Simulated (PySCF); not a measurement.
# C4H8O2S (allyl methyl sulfone): the cost of one run

Computed with PySCF 2.14.0, with density-fitted response routines of our own, on a single molecule, in the gas phase or a continuum. Atoms are numbered from 0 throughout.

## (1) The starting structure

15 atoms, charge 0, multiplicity 1; geometry from: GFN2-xTB. The atoms were then displaced at random by about 0.01 Å, so the start is not that level's minimum.

Bonds of the start (Å): C0–C1 1.31, C1–C2 1.49, C2–S3 1.80, S3–C4 1.81, S3–O5 1.47, S3–O6 1.43, C0–H7 1.11, C0–H8 1.07, C1–H9 1.09, C2–H10 1.08, C2–H11 1.07, C4–H12 1.07, C4–H13 1.08, C4–H14 1.09.

## (2) Optimising the geometry at PBE0-D3(BJ)/def2-SVP

The job: settings as JSON, then the geometry in Å.

```
{"job": {"xc": "PBE0", "basis": "def2-SVP", "d3": "d3bj", "grid": 1, "shake": 0.01, "kind": "geom"}, "charge": 0, "multiplicity": 1}
C      1.927650     1.095900    -0.237870
C      1.407790    -0.104090    -0.359150
C      0.167390    -0.443120    -1.117190
S     -1.040630    -1.039160     0.076660
C     -1.425510     0.402790     1.103270
O     -2.267010    -1.368260    -0.657790
O     -0.479330    -2.062920     0.904910
H      1.472650     1.971230    -0.744020
H      2.791210     1.328490     0.353550
H      1.873790    -0.937780     0.158350
H      0.328370    -1.274740    -1.785400
H     -0.250660     0.403440    -1.622830
H     -0.513390     0.771090     1.513710
H     -1.914800     1.160230     0.500890
H     -2.092870     0.079510     1.905660
```

Started as:

```
> OMP_NUM_THREADS=1 python probes_run.py task.json out
```

One launch serves the whole session: the jobs run in the order shown.

Q: Estimate the wall time and peak memory of this first job on 1 thread of Intel Xeon Platinum 8375C at 2.90GHz, shared host.

About 72 s, with a peak of 0.63 GiB.
